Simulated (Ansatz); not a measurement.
# AlAsH4O2: the cost of one run

The runs use Ansatz 0.2.0, Gaussian basis; PBE0-D4/def2-TZVP structures, single points in def2-TZVPP, no counterpoise correction.

Levels: SPW92, PBE-D4, BLYP-D4, r2SCAN-D4, B97M-V, PBE0-D4, B3LYP-D4, r2SCAN0-D4, BHLYP-D4, CAM-B3LYP-D4, wB97X-V, wB97M-V, B2PLYP, PBE-QIDH, RPA on PBE, Hartree-Fock, MP2, CCSD, CCSD(T).

Cores are frozen in the correlated methods. Filled d shells of the heavier atoms are correlated. B3LYP uses VWN-RPA correlation. B2PLYP carries no dispersion term here.

94 further runs of the same task are left out: 94 set aside as unsound or not needed.

## 1. The starting structure

The complex: 12 atoms, charge 0, spin multiplicity 1.

Atoms are counted from 1 here; the program's logs count them from 0.

Bond lengths: Al1–N2 2.015 Å, Al1–O3 1.724 Å, Al1–O4 1.724 Å, Al1–As6 2.463 Å, N2–H5 1.014 Å, N2–H7 1.016 Å, N2–H8 1.016 Å, O3–H9 0.954 Å, O4–H10 0.954 Å, As6–H11 1.521 Å, As6–H12 1.522 Å. Angles: N2–Al1–O3 93.5°, N2–Al1–O4 93.3°, N2–Al1–As6 107.4°, O3–Al1–O4 121.2°, O3–Al1–As6 116.6°, O4–Al1–As6 116.5°, Al1–N2–H5 115.5°, Al1–N2–H7 107.2°, Al1–N2–H8 107.2°, H5–N2–H7 108.8°, H5–N2–H8 108.8°, H7–N2–H8 109.2°, Al1–O3–H9 123.1°, Al1–O4–H10 123.3°, Al1–As6–H11 93.4°, Al1–As6–H12 93.3°, H11–As6–H12 93.0°.

Coordinates:

```xyz
12
AlAsH7NO2
Al   -0.23816   -0.22061   -0.12272
N     1.76886   -0.13823   -0.28497
O    -0.21787   -1.75734    0.65894
O    -0.47985   -0.08658   -1.82477
H     2.21344    0.63580    0.19511
As   -0.94794    1.70073    1.24441
H     1.98775   -0.07905   -1.27509
H     2.13704   -1.00879    0.08685
H    -0.96323   -2.10692    1.14115
H    -1.32265    0.12351   -2.21934
H    -1.86898    0.85688    2.11280
H    -2.06843    2.08060    0.28773
```

Its parts: AlAsH4O2 holds atoms 1, 3, 4, 6, 9, 10, 11, 12; NH3 holds atoms 2, 5, 7, 8. Each part counts its atoms afresh in its own runs.

## 2. Relaxing AlAsH4O2 alone

relax-a/in.yaml

```yaml
crystal:
  periodic: [false, false, false]
  atoms:
    - {symbol: Al, position_ang: [-0.238159, -0.220610, -0.122724]}
    - {symbol: O, position_ang: [-0.217868, -1.757337, 0.658941]}
    - {symbol: O, position_ang: [-0.479845, -0.086576, -1.824770]}
    - {symbol: As, position_ang: [-0.947940, 1.700727, 1.244414]}
    - {symbol: H, position_ang: [-0.963235, -2.106916, 1.141147]}
    - {symbol: H, position_ang: [-1.322648, 0.123506, -2.219337]}
    - {symbol: H, position_ang: [-1.868977, 0.856880, 2.112797]}
    - {symbol: H, position_ang: [-2.068426, 2.080603, 0.287727]}
basis:
  gaussian: {orbitals: def2-TZVP}
hamiltonian: {xc: pbe0, dispersion: d4}
relax: {f_tol: 0.005, max_steps: 200}
```

The run is started by

```console
$ ansatz run in.yaml --threads 8 --pin off --events-out ev --progress --plain --max-ram 19148MiB
```

**Question.** How long does this run take on 8 threads of Intel Xeon at 2.50GHz, shared host, and how much memory does it need?

About 40 s, with a peak of 0.6 GiB.
